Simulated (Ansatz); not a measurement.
# C3HF5O: a ladder of functionals and wavefunction methods

One table from this session's results is given with a row withheld; the runs are named, their logs left out.

Computed with Ansatz 0.2.0, Gaussian basis. Level: functionals in def2-TZVPP, the program's frozen cores in correlated methods.

Plan: LDA (SPW92), PBE-D4, revPBE-D4, BLYP-D4, r2SCAN-D4, B97M-V, PBE0-D4, B3LYP-D4, r2SCANh-D4, r2SCAN0-D4, HSE06-D4, BHLYP-D4, CAM-B3LYP-D4, LC-ωPBE, ωB97X-V, ωB97M-V, B2PLYP, PBE-QIDH; CCSD(T)/def2-SVP; MP2/def2-TZVPP; MP2/def2-QZVPP; RPA on PBE.

## Structure used throughout

The geometry comes from an earlier relaxation with PBE0-D4 in a triple-zeta def2 set; it is a stationary point, not always the lowest conformer.

SMILES `F[C@@H]1O[C@@]1(F)C(F)(F)F`, 10 atoms, charge 0, spin multiplicity 1.

Atoms are counted from 1 here; the program's logs count them from 0.

Bond lengths: F1–C2 1.334 Å, C2–O3 1.401 Å, C2–C4 1.454 Å, C2–H10 1.085 Å, O3–C4 1.386 Å, C4–F5 1.335 Å, C4–C6 1.519 Å, C6–F7 1.332 Å, C6–F8 1.329 Å, C6–F9 1.328 Å. Angles: F1–C2–O3 115.5°, F1–C2–C4 117.8°, F1–C2–H10 112.5°, O3–C2–C4 58.0°, O3–C2–H10 116.8°, C4–C2–H10 125.0°, C2–O3–C4 62.9°, C2–C4–O3 59.1°, C2–C4–F5 119.4°, C2–C4–C6 124.5°, O3–C4–F5 116.2°, O3–C4–C6 116.6°, F5–C4–C6 111.0°, C4–C6–F7 109.9°, C4–C6–F8 110.4°, C4–C6–F9 110.9°, F7–C6–F8 108.5°, F7–C6–F9 108.5° and more.

Set-up of the first run:

The input, in.yaml:

```yaml
crystal:
  periodic: [false, false, false]
  atoms:
    - {symbol: F, position_ang: [-1.929353, 1.598898, -0.129656]}
    - {symbol: C, position_ang: [-1.219427, 0.564165, 0.324319]}
    - {symbol: O, position_ang: [-0.147592, 0.889528, 1.166093]}
    - {symbol: C, position_ang: [0.163335, 0.448729, -0.110414]}
    - {symbol: F, position_ang: [0.667844, 1.362270, -0.942670]}
    - {symbol: C, position_ang: [0.927639, -0.860344, -0.211247]}
    - {symbol: F, position_ang: [0.336951, -1.789773, 0.537753]}
    - {symbol: F, position_ang: [0.952388, -1.286067, -1.470086]}
    - {symbol: F, position_ang: [2.178470, -0.711206, 0.209583]}
    - {symbol: H, position_ang: [-1.847056, -0.267199, 0.629323]}
basis:
  gaussian: {orbitals: def2-TZVPP}
hamiltonian: {xc: lda}
output: {orbitals: {seedname: orbitals}}
```

Started as:

```
ansatz run in.yaml --threads 4 --pin off --events-out ev --progress --plain --max-ram 11315MiB
```

Steps of the session up to this table: LDA; PBE-D4 (GGA); revPBE-D4 (GGA); BLYP-D4 (GGA); r2SCAN-D4 (meta-GGA); B97M-V (meta-GGA); PBE0-D4 (hybrid); B3LYP-D4 (hybrid); r2SCANh-D4 (hybrid); r2SCAN0-D4 (hybrid); HSE06-D4 (hybrid); BHLYP-D4 (hybrid); CAM-B3LYP-D4 (range-separated); LC-ωPBE (range-separated); ωB97X-V (range-separated); ωB97M-V (range-separated); B2PLYP (double hybrid); PBE-QIDH (double hybrid).

One of the session's tables, all rows but one given; the rest of the session is left out.

It belongs to the step «Frontier levels by functional». 

```
  functional  HOMO (eV)  LUMO (eV)  gap (eV)
 LDA (SPW92)      -8.20      -0.12      8.08
      PBE-D4      -7.95       0.24      8.19
   revPBE-D4          ?          ?         ?
     BLYP-D4      -7.90       0.32      8.23
   r2SCAN-D4      -8.31       0.62      8.92
      B97M-V      -8.43       0.71      9.14
     PBE0-D4      -9.64       1.42     11.07
    B3LYP-D4      -9.43       1.07     10.51
  r2SCANh-D4      -8.94       1.04      9.98
  r2SCAN0-D4      -9.88       1.67     11.55
    HSE06-D4      -9.23       1.04     10.27
    BHLYP-D4     -11.30       2.21     13.51
CAM-B3LYP-D4     -11.19       2.35     13.53
     LC-ωPBE     -12.46       3.74     16.20
     ωB97X-V     -12.10       3.58     15.68
     ωB97M-V     -12.02       3.14     15.16
```

**Question.** Estimate the row for revPBE-D4.

As computed: HOMO (eV): -7.85; LUMO (eV): 0.39; gap (eV): 8.24. In the column «HOMO (eV)» it is the highest.
